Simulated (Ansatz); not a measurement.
Relaxation of a periodic cell of 13 atoms, LiTi$_{12}$ (host Ti, host structure hcp, interstitial Li), to a largest force component of 0.08 eV/Å in at most 25 steps.

The calculation used Ansatz, DFT PBE, scalar-relativistic, plane waves, PAW. Settings: accuracy low, cutoff 420 eV, k mesh 3x2x4, fermi-dirac smearing 0.1 eV, no spin polarisation.

```xyz
13
Lattice="5.9000 0.0000 0.0000 -4.4250 7.6643 0.0000 0.0000 0.0000 4.6846" Properties=species:S:1:pos:R:3:forces:R:3
Ti 0.000 0.000 0.000 0.00 0.01 0.09
Ti 0.000 1.703 2.342 -0.06 -2.56 -1.60
Ti -1.475 2.555 0.000 -2.37 -1.23 1.45
Ti -1.475 4.258 2.342 -1.89 1.12 -1.28
Ti -2.950 5.110 0.000 -0.01 0.01 0.07
Ti -2.950 6.813 2.342 -0.01 0.02 0.01
Ti 2.950 0.000 0.000 0.00 0.01 0.01
Ti 2.950 1.703 2.342 -0.03 0.02 -0.15
Ti 1.475 2.555 0.000 2.49 -1.34 1.59
Ti 1.475 4.258 2.342 1.99 1.27 -1.45
Ti 0.000 5.110 0.000 -0.05 2.50 1.26
Ti 0.000 6.813 2.342 0.00 0.04 -0.11
Li 0.029 3.356 3.553 -0.07 0.12 0.11
```

Q: Where does it end, and by what steps?

A: The run converged. Limits of this set-up: coarse k mesh, a small cell, in which the defect meets its images, a typed lattice constant that wasn't relaxed here, low accuracy level. After 6 steps the energy has fallen by 3.020 eV; Ti9 moved furthest, 0.38 Å.

| step | energy less start (eV) | largest force component (eV/Å) | accepted |
| --- | --- | --- | --- |
| 0 | 0.0000 | 2.563 | yes |
| 1 | -1.8311 | 1.066 | yes |
| 2 | -2.7643 | 0.510 | yes |
| 3 | -2.9631 | 0.313 | yes |
| 4 | -2.9546 | 0.565 | no |
| 5 | -3.0135 | 0.116 | yes |
| 6 | -3.0200 | 0.026 | yes |

```xyz
13
Lattice="5.9000 0.0000 0.0000 -4.4250 7.6643 0.0000 0.0000 0.0000 4.6846" Properties=species:S:1:pos:R:3
Ti 0.042 0.005 -0.117
Ti 0.017 1.429 2.205
Ti -1.629 2.389 0.304
Ti -1.639 4.399 2.042
Ti -2.935 5.043 -0.330
Ti -2.983 6.776 2.156
Ti 2.979 0.017 0.186
Ti 2.939 1.757 2.670
Ti 1.657 2.395 0.295
Ti 1.622 4.397 2.036
Ti -0.007 5.402 0.141
Ti -0.034 6.812 2.461
Li 0.000 3.413 3.557
```

Whether the end is a true minimum wasn't checked by a vibrational analysis.

Run time: 50 s on 2 threads of Intel(R) Xeon(R) Platinum 8488C (Sapphire Rapids), on a shared host, peak memory 0.68 GiB.
